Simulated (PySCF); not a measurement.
# C11H11Br3: the cost of one run

Programs: PySCF 2.14.0, with density-fitted response routines of our own. Each step states its level of theory. These are calculated values for one molecule in the gas phase, unless marked as measured. Atoms count from 0, in the outputs and in this text.

## 1. The molecule as given

25 atoms, charge 0, multiplicity 1; geometry from: GFN2-xTB.

Bonds of the start (Å): C0–C1 1.53, C1–C2 1.54, C1–C3 1.51, C3–C4 1.38, C4–C5 1.39, C5–C6 1.39, C6–C7 1.39, C7–C8 1.38, C8–C9 1.49, C9–Br10 1.99, C9–C11 1.53, C11–Br12 1.99, C11–Br13 1.94, C11–C1 1.55, C8–C3 1.39, C0–H14 1.09, C0–H15 1.09, C0–H16 1.09, C2–H17 1.09, C2–H18 1.09, C2–H19 1.09, C4–H20 1.08, C5–H21 1.08, C6–H22 1.08, C7–H23 1.08, C9–H24 1.09.

## 2. Optimising the geometry at PBE0-D3(BJ)/def2-SVP

What the job is given:

```
{"job": {"xc": "PBE0", "basis": "def2-SVP", "d3": "d3bj", "grid": 1, "kind": "geom"}, "charge": 0, "multiplicity": 1}
C     -0.763580    -2.724260    -0.302250
C     -0.145830    -1.503230     0.376790
C     -0.538120    -1.525360     1.862020
C      1.359940    -1.435690     0.267430
C      2.274900    -2.461480     0.391510
C      3.625940    -2.165290     0.286400
C      4.055290    -0.867860     0.056540
C      3.141200     0.166180    -0.069840
C      1.796810    -0.132320     0.036330
C      0.637290     0.800950    -0.057340
Br     0.461170     1.865750     1.611960
C     -0.527790    -0.160190    -0.294200
Br    -0.577160    -0.370150    -2.272980
Br    -2.264190     0.537560     0.212060
H     -1.835600    -2.580300    -0.430050
H     -0.613280    -3.604910     0.317330
H     -0.315480    -2.913250    -1.275060
H     -0.085390    -2.396400     2.330980
H     -0.190060    -0.643730     2.392310
H     -1.617940    -1.596590     1.973050
H      1.946090    -3.473560     0.569530
H      4.352210    -2.957450     0.386850
H      5.110860    -0.658470    -0.022660
H      3.467250     1.180210    -0.244360
H      0.727970     1.561580    -0.833140
```

Q: Estimate the wall time of this first job on 8 threads of Intel Xeon Platinum 8488C (Sapphire Rapids), shared host.

About 7 min.
